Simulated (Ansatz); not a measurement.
**C4H9CuO: ionisation energy by level of theory**

The task here is to estimate one member of a computed series from the others.

Method: unrestricted cation, the program's frozen cores in correlated methods; program: Ansatz 0.2.0, Gaussian basis.

Levels to be run: UKS PBE-D4/def2-TZVPP; UKS r2SCAN-D4/def2-TZVPP; UKS PBE0-D4/def2-TZVPP; UKS B3LYP-D4/def2-TZVPP; UKS wB97X-V/def2-TZVPP; UKS wB97M-V/def2-TZVPP; UKS B2PLYP (frozen core with 3s3p of Cu, Zn)/def2-TZVPP; UHF-CCSD(T) with 3s3p of Cu, Zn/def2-TZVPP; UHF-MP2 with 3s3p of Cu, Zn/def2-QZVPP; extrapolation to the limit; then −ε(HOMO) from the neutral's earlier runs with LDA (SPW92), PBE-D4, revPBE-D4, BLYP-D4, r2SCAN-D4, B97M-V, PBE0-D4, B3LYP-D4, r2SCANh-D4, r2SCAN0-D4, HSE06-D4, BHLYP-D4, CAM-B3LYP-D4, LC-ωPBE, ωB97X-V, ωB97M-V.

## Structure used throughout

The geometry comes from an earlier relaxation with PBE0-D4 in a triple-zeta def2 set; it is a stationary point, not always the lowest conformer.

SMILES `CC(C)(C)[O][Cu]`, 15 atoms, charge 0, spin multiplicity 1.

Atoms are counted from 1 here; the program's logs count them from 0.

Bond lengths: C1–C2 1.526 Å, C1–H7 1.092 Å, C1–H8 1.094 Å, C1–H9 1.097 Å, C2–C3 1.530 Å, C2–C4 1.526 Å, C2–O5 1.398 Å, C3–H10 1.092 Å, C3–H11 1.093 Å, C3–H12 1.092 Å, C4–H13 1.092 Å, C4–H14 1.094 Å, C4–H15 1.097 Å, O5–Cu6 1.798 Å. Angles: C2–C1–H7 109.9°, C2–C1–H8 112.3°, C2–C1–H9 109.8°, H7–C1–H8 108.7°, H7–C1–H9 108.1°, H8–C1–H9 108.0°, C1–C2–C3 109.6°, C1–C2–C4 109.8°, C1–C2–O5 110.9°, C3–C2–C4 109.6°, C3–C2–O5 106.0°, C4–C2–O5 110.9°, C2–C3–H10 109.8°, C2–C3–H11 111.4°, C2–C3–H12 109.8°, H10–C3–H11 108.8°, H10–C3–H12 108.2°, H11–C3–H12 108.8° and more.

As a file:

```xyz
15
charge 0, multiplicity 1
C    -0.4793   -0.5970    1.2072
C     0.1231    0.1957    0.0501
C     1.4529   -0.4349   -0.3672
C    -0.8391    0.1940   -1.1349
O     0.4245    1.5029    0.4453
Cu   -0.8988    2.5806    1.0121
H     0.1931   -0.5678    2.0673
H    -0.6648   -1.6418    0.9415
H    -1.4349   -0.1488    1.5057
H     1.8936    0.1397   -1.1841
H     1.3187   -1.4689   -0.6957
H     2.1484   -0.4202    0.4741
H    -0.4242    0.7894   -1.9511
H    -1.0404   -0.8160   -1.5039
H    -1.7948    0.6424   -0.8370
```

The first run:

in.yaml

```yaml
crystal:
  periodic: [false, false, false]
  atoms:
    - {symbol: C, position_ang: [-0.479295, -0.597002, 1.207171]}
    - {symbol: C, position_ang: [0.123129, 0.195742, 0.050099]}
    - {symbol: C, position_ang: [1.452909, -0.434920, -0.367193]}
    - {symbol: C, position_ang: [-0.839093, 0.194011, -1.134930]}
    - {symbol: O, position_ang: [0.424519, 1.502917, 0.445266]}
    - {symbol: Cu, position_ang: [-0.898780, 2.580619, 1.012134]}
    - {symbol: H, position_ang: [0.193122, -0.567821, 2.067299]}
    - {symbol: H, position_ang: [-0.664797, -1.641843, 0.941528]}
    - {symbol: H, position_ang: [-1.434934, -0.148811, 1.505704]}
    - {symbol: H, position_ang: [1.893607, 0.139705, -1.184089]}
    - {symbol: H, position_ang: [1.318652, -1.468926, -0.695697]}
    - {symbol: H, position_ang: [2.148424, -0.420192, 0.474094]}
    - {symbol: H, position_ang: [-0.424199, 0.789398, -1.951134]}
    - {symbol: H, position_ang: [-1.040426, -0.815952, -1.503859]}
    - {symbol: H, position_ang: [-1.794840, 0.642375, -0.836994]}
basis:
  gaussian: {orbitals: def2-TZVPP}
total_charge: 1
magnetization: {spin_polarized: true, initial_magnetization: 1}
hamiltonian: {xc: pbe, dispersion: d4}
```

Launch:

```bash
$ ansatz run in.yaml --threads 2 --pin off --events-out ev --progress --plain --max-ram 22528MiB --backend cuda --devices 0, --max-vram 18GiB
```

Steps of the session up to this table: Cation, UKS PBE-D4/def2-TZVPP; Cation, UKS r2SCAN-D4/def2-TZVPP; Cation, UKS PBE0-D4/def2-TZVPP; Cation, UKS B3LYP-D4/def2-TZVPP; Cation, UKS wB97X-V/def2-TZVPP; Cation, UKS wB97M-V/def2-TZVPP; Cation, UKS B2PLYP (frozen core with 3s3p of Cu, Zn)/def2-TZVPP; Cation, UHF-CCSD(T) with 3s3p of Cu, Zn/def2-TZVPP; Cation, UHF-MP2 with 3s3p of Cu, Zn/def2-QZVPP.

One table of the session follows, with a row left open; its other results are not shown here.

It belongs to the step «Ionisation energies side by side». For comparison, −ε(HOMO) of the neutral from earlier runs:

```
  functional  −ε(HOMO) (eV)
 LDA (SPW92)           5.11
      PBE-D4           4.89
   revPBE-D4           4.79
     BLYP-D4           4.85
   r2SCAN-D4           5.05
      B97M-V           5.25
     PBE0-D4           6.26
    B3LYP-D4           6.12
  r2SCANh-D4           5.60
  r2SCAN0-D4           6.40
    HSE06-D4              ?
    BHLYP-D4           7.59
CAM-B3LYP-D4           7.70
     LC-ωPBE           8.86
     ωB97X-V           8.61
     ωB97M-V           8.62
```

Estimate the missing values for HSE06-D4.

The run gave: −ε(HOMO) (eV): 5.85. In the column «−ε(HOMO) (eV)» it lies between r2SCANh-D4 (5.60) and B3LYP-D4 (6.12).
